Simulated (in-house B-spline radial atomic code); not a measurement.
**Er³⁺: ionisation energy by several methods**

One table from this session's results is given with a row withheld; the runs are named, their logs left out.

Program: in-house B-spline radial atomic code version 1. Level of theory: non-relativistic, several functionals, spin-polarised; spherical all-electron atom at the radial basis limit. These are calculated values, not measurements, unless marked.

## The system

| Property | Result |
| --- | --- |
| element | erbium (Z = 68) |
| charge | +3 |
| electrons | 65 |
| configuration | [Xe] 4f11 |
| nucleus | point |

The outer shells:

[Xe] 4f11
```
[Xe] core
4f [↑↓][↑↓][↑↓][↑↓][↑ ][↑ ][↑ ]
```

Where spins are not typed, each open shell is filled with up spins first.

The first run:

Settings, as recorded:

```ini
Z = 68
electrons = 65.0
configuration = [Xe] 4f11
hamiltonian = nr
method = hf
spin_polarised = True
```

Steps of the session up to this table: Hartree-Fock; PW91; revTPSS; BLYP; AM05; PBE.

One of the session's tables, all rows but one given; the rest of the session is left out.

| method | ΔSCF (eV) |
| --- | --- |
| PW91 | 49.247 |
| BLYP | 48.935 |
| AM05 | ? |
| PBE | 49.124 |
| revTPSS | 48.794 |
| Hartree-Fock | 44.388 |

Estimate the missing values for AM05.

The run gave: ΔSCF (eV): 49.272. In the column «ΔSCF (eV)» it is the highest.

Limits of these values: Meta-GGA runs start from a PBE run whose iterations are not counted. These runs leave out relativity, which matters at this nuclear charge.
